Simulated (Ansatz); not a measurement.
# Al3GaN4: levels at named points

An exercise on one series of results from a longer session: the logs are not shown, and one member is left open.

Computed with Ansatz 0.2.0 (DFT PBEsol, scalar-relativistic, plane waves, PAW, unless a step's input says otherwise).

That is the level of the relaxation; later steps name their own.

## Starting point

It takes space group Cmc2_1 (No. 36, orthorhombic). Conventional cell: a = 6.236 Å, b = 10.801 Å, c = 5.065 Å, α = 90.00°, β = 90.00°, γ = 90.00°. Around Al (site symmetry 1) lie 4 N at 1.90 to 1.91 Å. Around Al (site symmetry m) lie 4 N at 1.90 to 1.91 Å. Around Ga (site symmetry m) lie 4 N at 1.90 to 1.91 Å. N (site symmetry 1) is surrounded by 3 Al at 1.90 to 1.91 Å and 1 Ga at 1.91 Å. N (site symmetry m) is surrounded by 4 Al at 1.90 to 1.91 Å. N (site symmetry m) is surrounded by 2 Ga at 1.90 to 1.91 Å and 2 Al at 1.91 Å.

Structure file:

```cif
data_structure
_symmetry_space_group_name_H-M 'Cmc2_1'
_symmetry_Int_Tables_number 36
_cell_length_a 6.2359
_cell_length_b 10.8010
_cell_length_c 5.0652
_cell_angle_alpha 90.000
_cell_angle_beta 90.000
_cell_angle_gamma 90.000
_cell_volume 341.16
loop_
_atom_site_label
_atom_site_type_symbol
_atom_site_symmetry_multiplicity
_atom_site_Wyckoff_symbol
_atom_site_fract_x
_atom_site_fract_y
_atom_site_fract_z
_atom_site_occupancy
Al1 Al 8 b 0.75000 0.16667 0.00000 1
Al2 Al 4 a 0.50000 0.41667 0.00000 1
Ga1 Ga 4 a 0.00000 0.41667 0.00000 1
N1 N 8 b 0.75000 0.16667 0.62500 1
N2 N 4 a 0.50000 0.41667 0.62500 1
N3 N 4 a 0.00000 0.41667 0.62500 1
```

Set-up of the first run:

(A quick probe on a coarse mesh, which set the mesh and smearing, is not shown.)

The input, input.yaml:

```yaml
crystal:
  lattice:
    - [0.0, 0.0, -5.06523192]
    - [3.11797087, 5.40048396, 0.0]
    - [3.11797087, -5.40048396, 0.0]
  atoms:
    - { symbol: Al, position: [0.0, 0.16666667, 0.33333333] }
    - { symbol: Al, position: [0.0, 0.16666667, 0.83333333] }
    - { symbol: Al, position: [0.0, 0.66666667, 0.33333333] }
    - { symbol: Ga, position: [0.0, 0.66666667, 0.83333333] }
    - { symbol: Al, position: [0.5, 0.33333333, 0.66666667] }
    - { symbol: Al, position: [0.5, 0.33333333, 0.16666667] }
    - { symbol: Al, position: [0.5, 0.83333333, 0.66666667] }
    - { symbol: Ga, position: [0.5, 0.83333333, 0.16666667] }
    - { symbol: "N", position: [0.625, 0.16666667, 0.33333333] }
    - { symbol: "N", position: [0.625, 0.16666667, 0.83333333] }
    - { symbol: "N", position: [0.625, 0.66666667, 0.33333333] }
    - { symbol: "N", position: [0.625, 0.66666667, 0.83333333] }
    - { symbol: "N", position: [0.125, 0.33333333, 0.66666667] }
    - { symbol: "N", position: [0.125, 0.33333333, 0.16666667] }
    - { symbol: "N", position: [0.125, 0.83333333, 0.66666667] }
    - { symbol: "N", position: [0.125, 0.83333333, 0.16666667] }
basis:
  ecutwfc: 420
kpoints:
  mp_grid: { grid: [4, 6, 6] }
hamiltonian:
  xc: pbesol
scf:
  occupations: { method: gaussian, width: 0.1 }
output:
  forces: true
  stress: true
  eigenvalues: true
relax:
  adjacent_minimum: "off"
  f_tol: 0.05
  max_steps: 80
  cell: { stress_tol: 0.5 }
```

On the command line:

```console
$ ansatz run input.yaml --threads 4 --pin off --max-ram 10240MiB --backend cpu --events-out ev --progress --plain --runs-dir out
```

Steps of the session up to this table: Rough relaxation on the coarse mesh; The relaxation; Band edges over the whole zone; The run at PBEsol; The run at PBEsol on the hybrid's mesh; Levels with HSE06; Levels with PBEsol, spin-orbit coupling; The run at r2SCAN.

One of the session's tables, all rows but one given; the rest of the session is left out.

| level | gap (eV) | least direct gap (eV) |
| --- | --- | --- |
| PBEsol | 3.49 | 3.49 |
| PBEsol on the hybrid's mesh | 3.49 | 3.49 |
| HSE06 | ? | ? |
| PBEsol, spin-orbit coupling | 3.49 | 3.49 |
| r2SCAN | 4.13 | 4.13 |

Q: Estimate the row for HSE06 from the others.

As computed: gap (eV): 4.91; least direct gap (eV): 4.91. In the column «gap (eV)» it is the highest.

Gaps are by band count over the mesh and the named points; a gap of 0 means that the bands overlap or touch.
